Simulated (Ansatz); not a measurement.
# AlSbH3F (SMILES [F][AlH][SbH2]): CCSD/def2-SVP (core potential)

What is the energy change on altering one bond length of AlSbH3F at CCSD/def2-SVP (core potential)? 

The results are computed with Ansatz 0.2.0.

60 further runs of the same task are left out: 60 set aside as unsound or not needed.

## (1) The system as given

AlSbH3F has 6 atoms, charge 0, and is taken as a singlet. As SMILES, `[F][AlH][SbH2]`. Geometry: relaxed at PBE0-D4/def2-TZVP. This is one conformer, not always the lowest.

Bond lengths: F1–Al2 1.653 Å, Al2–Sb3 2.636 Å, Al2–H4 1.582 Å, Sb3–H5 1.710 Å, Sb3–H6 1.709 Å. Angles: F1–Al2–Sb3 116.3°, F1–Al2–H4 116.4°, Sb3–Al2–H4 127.3°, Al2–Sb3–H5 88.3°, Al2–Sb3–H6 87.8°, H5–Sb3–H6 91.6°.

## (2) The energy at CCSD/def2-SVP (core potential)

in.yaml reads:

```yaml
crystal:
  periodic: [false, false, false]
  atoms:
    - symbol: F
      position_ang: [-1.114600, -1.632400, 1.262300]
    - symbol: Al
      position_ang: [-0.336100, -1.039300, -0.069800]
    - symbol: Sb
      position_ang: [1.279900, 1.003700, 0.334800]
    - symbol: H
      position_ang: [-0.594800, -1.800700, -1.431700]
    - symbol: H
      position_ang: [0.842100, 1.592000, -1.209900]
    - symbol: H
      position_ang: [-0.034400, 1.812900, 1.068100]
basis:
  gaussian: {orbitals: def2-SVP}
correlation: {method: ccsd, frozen_orbitals: {Al: 5, F: 1, H: 0, Sb: 4}}
accuracy: high
scf: {omitted_lower_state_checks: [cluster_reference, increment]}
```

Launch:

```console
$ ansatz run in.yaml --threads 1 --pin off --max-ram 3480MiB --events-out events.jsonl --progress --plain --runs-dir runs
```

Output (excerpt; [...] marks lines left out):

```text
Warning: RAYON_NUM_THREADS=1 ignored (pool sized by the plan → 1); use --threads N
Functional definition: HF
  name "HF"
[...]
1642 factors; integrals over basis functions are off by at most 3.6e-9 eV
[...]
mean field -15844.26933108 eV, -582.2661582856 hartree, gradient 9.5e-9 eV, S^2 0.000000; 0 other end points of the search recorded, 0 dependent functions left out
10 core orbitals not correlated: weight in the atoms' cores, before any rotation towards them, 1.000 or more for the frozen orbitals, at most 0.000 for the correlated occupied ones
reference -15844.26933108 eV, -582.2661582856 hartree; 14, 14 occupied and 49, 49 virtual orbitals, 1642 factors
second order -10.09045516 eV of doubles, -0.00000000 eV of singles
cycle   1  -10.56447983 eV  change   -4.7e-1 eV  update   9.1e-2
[...]
cycle  22  -10.96163248 eV  change  -5.7e-11 eV  update   1.4e-9
Total energy: -15855.23096356 eV, -582.6689908492 hartree
Checks for a lower state left out: cluster_reference, increment
```

It took 11 s on 1 thread of Arm Neoverse V1, shared host; peak memory 0.33 GiB.

## (3) The distorted shape at the same level

input.yaml reads:

```yaml
crystal:
  periodic: [false, false, false]
  atoms:
    - symbol: F
      position_ang: [-0.907634, -1.023262, 2.351853]
    - symbol: Al
      position_ang: [-0.129134, -0.430162, 1.019753]
    - symbol: Sb
      position_ang: [1.486866, 1.612838, 1.424353]
    - symbol: H
      position_ang: [-0.594800, -1.800700, -1.431700]
    - symbol: H
      position_ang: [1.049066, 2.201138, -0.120347]
    - symbol: H
      position_ang: [0.172566, 2.422038, 2.157653]
basis:
  gaussian:
    orbitals: def2-SVP
correlation:
  method: ccsd
  frozen_orbitals: {Al: 5, F: 1, H: 0, Sb: 4}
accuracy: high
scf:
  omitted_lower_state_checks: [cluster_reference, increment]
```

Launch:

```console
$ ansatz run input.yaml --threads 1 --pin off --max-ram 3480MiB --events-out events.jsonl --progress --plain --runs-dir runs
```

Output (excerpt; [...] marks lines left out):

```text
Warning: RAYON_NUM_THREADS=1 ignored (pool sized by the plan → 1); use --threads N
Functional definition: HF
  name "HF"
[...]
1619 factors; integrals over basis functions are off by at most 6.4e-9 eV
[...]
mean field -15840.90192051 eV, -582.1424082299 hartree, gradient 5.8e-8 eV, S^2 0.000000; 0 other end points of the search recorded, 0 dependent functions left out; unrestricted orbitals would lower it
10 core orbitals not correlated: weight in the atoms' cores, before any rotation towards them, 1.000 or more for the frozen orbitals, at most 0.000 for the correlated occupied ones
reference -15840.90192051 eV, -582.1424082299 hartree; 14, 14 occupied and 49, 49 virtual orbitals, 1619 factors
second order -10.33566845 eV of doubles, -0.00000000 eV of singles
cycle   1  -10.87049979 eV  change   -5.3e-1 eV  update   1.2e-1
[...]
cycle  27  -11.53957150 eV  change   -1.3e-9 eV  update  7.9e-10
Total energy: -15852.44149202 eV, -582.5664796609 hartree
Checks for a lower state left out: cluster_reference, increment
```

Wall time 12 s (1 thread of Arm Neoverse V1, shared host); peak memory 0.32 GiB.

## (4) What came out

At CCSD/def2-SVP (core potential), 10 core orbitals frozen:

```
                                                          quantity          value
                                         first shape: total energy  -582.66899 Eh
         first shape: correlation energy (10 core orbitals frozen)     -402.8 mEh
                                        first shape: T1 diagnostic          0.012
                                     distorted shape: total energy  -582.56648 Eh
     distorted shape: correlation energy (10 core orbitals frozen)     -424.1 mEh
                                    distorted shape: T1 diagnostic          0.022
energy change with the Al2–H4 bond stretched from 1.582 to 2.847 Å       2.789 eV
```

In words: With the Al2–H4 bond stretched from 1.582 to 2.847 Å the energy rises by 2.79 eV (64 kcal/mol). The first shape isn't relaxed at this level, so the change isn't measured from a minimum. The T1 diagnostic (distorted shape) of 0.022 is above the customary mark for such species, so a single reference may not serve. The restricted solution (distorted shape) is unstable to spin breaking: an unrestricted one lies lower.
